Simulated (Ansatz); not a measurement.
# B2W: the cost of one run

Method: DFT PBEsol, scalar-relativistic, plane waves, PAW, in Ansatz 0.2.0.

2 further runs of the same task are left out: 2 set aside as unsound or not needed.

## 1. The starting structure

The structure is hexagonal, space group P6/mmm (No. 191). The conventional cell has a = 3.010 Å, b = 3.010 Å, c = 3.317 Å, α = 90.00°, β = 90.00°, γ = 120.00°. Around B (site symmetry -6m2) lie 3 B at 1.74 Å and 6 W at 2.40 Å. W (site symmetry 6/mmm) is surrounded by 12 B at 2.40 Å.

Structure file:

```cif
data_structure
_symmetry_space_group_name_H-M 'P6/mmm'
_symmetry_Int_Tables_number 191
_cell_length_a 3.0099
_cell_length_b 3.0099
_cell_length_c 3.3170
_cell_angle_alpha 90.000
_cell_angle_beta 90.000
_cell_angle_gamma 120.000
_cell_volume 26.02
loop_
_atom_site_label
_atom_site_type_symbol
_atom_site_symmetry_multiplicity
_atom_site_Wyckoff_symbol
_atom_site_fract_x
_atom_site_fract_y
_atom_site_fract_z
_atom_site_occupancy
B1 B 2 d 0.33333 0.66667 0.50000 1
W1 W 1 a 0.00000 0.00000 0.00000 1
```

This cell was relaxed beforehand with the same method: volume 8.67 Å³/atom, gap on the mesh none (metal).

## 2. Point at V/V0 = 0.97

File input.yaml:

```yaml
crystal:
  lattice:
    - [2.979455143, 0.0, 0.0]
    - [-1.4897275715, 2.5802838433, 0.0]
    - [0.0, 0.0, 3.2835177504]
  atoms:
    - { symbol: B, position: [0.3333333333, 0.6666666667, 0.5] }
    - { symbol: B, position: [0.6666666667, 0.3333333333, 0.5] }
    - { symbol: W, position: [0.0, 0.0, 0.0] }
basis:
  ecutwfc: 420
kpoints:
  mp_grid: { grid: [18, 18, 12] }
hamiltonian:
  xc: pbesol
scf:
  occupations: { method: gaussian, width: 0.1 }
output:
  forces: true
  stress: true
  eigenvalues: true
relax:
  adjacent_minimum: "off"
  f_tol: 0.01
  max_steps: 30
  cell: { stress_tol: 0.1, fix: [volume] }
```

Command:

```sh
ansatz run input.yaml --threads 1 --pin off --max-ram 2560MiB --backend cpu --events-out ev --progress --plain --runs-dir out
```

**Question.** How long does this run take on 1 thread of Arm Neoverse V1, shared host, and how much memory does it need?

About 24 s, with a peak of 0.38 GiB.
